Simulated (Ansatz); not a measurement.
## GeCN2 under changes of volume

One of the cells (13.716 Å³/atom); the others are scaled copies at fixed shape and fractional positions:

```
CELL_PARAMETERS angstrom
1.79379 1.03565 4.92196
-1.79379 1.03565 4.92196
0.00000 -2.07129 4.92196
ATOMIC_POSITIONS crystal
Ge 0.00000 0.00000 0.00000
N 0.58390 0.58390 0.58390
N 0.41610 0.41610 0.41610
C 0.50000 0.50000 0.50000
```

The cell comes from a database or a generator and needn't be the stable form of this composition.

| Quantity | Value |
| --- | --- |
| Program | Ansatz 0.2.0 |
| Functional | PBEsol |
| Potentials or basis | all-electron LAPW, scalar-relativistic |
| Cutoff | 672 eV (chosen from the basis error) |
| Basis error allowed | 0.002 eV/atom |
| k mesh | 9 × 9 × 9 |
| Occupations | fermi-dirac, width 0.05 eV |
| Spin | no spin polarisation |

```csv
volume (Å³/atom),energy over the lowest point (meV/atom),pressure (GPa),gap on the mesh (eV),largest force (eV/Å)
12.893,?,?,?,?
13.167,1.29,2.2,0.90,1.265
13.441,0.00,-0.7,0.96,0.634
13.716,3.44,-3.3,1.00,0.045
13.990,11.16,-5.7,1.05,0.504
14.264,22.76,-7.8,1.09,1.017
14.538,37.88,-9.8,1.13,1.497
```

Task: What does the run at 12.893 Å³/atom give?

Result: Energy over the lowest point 7.80 meV/atom; pressure 5.4 GPa; gap on the mesh 0.85 eV; largest force 1.942 eV/Å.

Worked out: A Birch-Murnaghan fit of order 3 (a polynomial in V^(-2/3)) to the other rows has its minimum at 13.38 Å³/atom with B0 = V·E''(V) = 138 GPa and B' = 3.8 at fixed shape and positions, which overstates the stiffness. It gives 7.79 meV/atom at 12.893 Å³/atom, against the run's 7.80, and -dE/dV = 5.4 GPa, against 5.4. A straight line through the other rows of the gap, of slope 2.29 eV per unit of ln V, extrapolates to 0.86 eV, against the run's 0.85.

Energies are extrapolated to zero smearing.

Caveats: an odd mesh through Γ misses points on the zone boundary, where band edges often lie; forces of over 1 eV/Å show positions far from the minimum, so gaps and moduli don't describe the material at rest (some runs). Spin-orbit coupling on Ge is left out.
